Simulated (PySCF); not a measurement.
# The bond of CsCa−, level by level

What are the lowest state that PBE0 finds, the bond length, vibrational wavenumber and bond energy of CsCa−, and how much do these hang on the method?

Computed with PySCF 2.14.0. Level: Cs def2-SVPD with ECP46, Ca def2-SVPD, scalar-relativistic core potentials.

4 further runs of the same task are left out: 4 set aside as unsound or not needed.

**1. Set-up**

A driver script around PySCF takes these settings:

```
atoms                         : Cs, Ca
charge                        : -1
basis                         : Cs def2-SVPD with ECP46, Ca def2-SVPD
Hamiltonian                   : scalar-relativistic core potentials
basis functions               : 54
electrons treated             : 30
masses in u                   : 132.9054, 39.9626
levels                        : PBE0, PBE, r²SCAN, PBEsol, M06-L, PW91, LC-ωPBE, MP2, SCS-MP2, CCSD, CCSD(T)
grid                          : 80 radial by 434 angular points
occupations                   : held fixed by the projection of orbital angular momentum
dissociation limit            : Cs− + Ca, each in its ground configuration
starting distance in angstrom : 3.895
values of 2S to try           : 0, 2
```

The run is started by

```sh
> OMP_NUM_THREADS=1 python dia.py task.json out
```

Further steps of the session: PBE0 along the bond; PBE; r²SCAN (meta-GGA); PBEsol (GGA); M06-L; PW91 (GGA); LC-ωPBE; Correlated methods on the Hartree–Fock reference.

What does the calculation give? Wanted: for each run, Re; ωe; De; μ.

**Answer**, as computed:

Lowest PBE0 solution found, without spin–orbit coupling: ¹Σ⁺ (singlet), closed shell.

```
      level  Re (Å)  ωe (cm⁻¹)  De (eV)  μ (D)
    RHF-MP2   5.064       39.9    0.267    n/a
RHF-SCS-MP2   5.165       36.7    0.230    n/a
   RHF-CCSD   5.089       39.4    0.245    n/a
RHF-CCSD(T)   4.993       43.8    0.307    n/a
        PBE   4.944       44.7    0.411  -2.22
     PBEsol   4.857       47.1    0.438  -2.27
       PW91   4.924       45.3    0.425  -2.12
     r²SCAN   5.013       44.7    0.409  -2.62
      M06-L   4.863       46.7    0.336  -2.06
       PBE0   4.996       43.8    0.359  -2.45
    LC-ωPBE   5.152       38.7    0.252  -2.76
```

De is counted to Cs− + Ca in their ground configurations. A positive dipole points from Cs to Ca; in an ion it is taken about the centre of mass and does not tell which atom is negative.

In words: Bond lengths run from 4.857 Å (PBEsol) to 5.165 Å (RHF-SCS-MP2). Of the levels with a De here, RHF-SCS-MP2 gives the least (0.230 eV) and PBEsol the most (0.438 eV).

Correlated steps freeze 5 core orbitals. Spin–orbit coupling is left out. T1 is 0.029 near the minimum (highest on the curve 0.032), which may point to more than one leading configuration. With some functionals the highest level of the anion is positive, from self-interaction error or because the anion is truly unbound there; the finite basis then holds the extra electron, and no neutral molecule was run to test the binding.
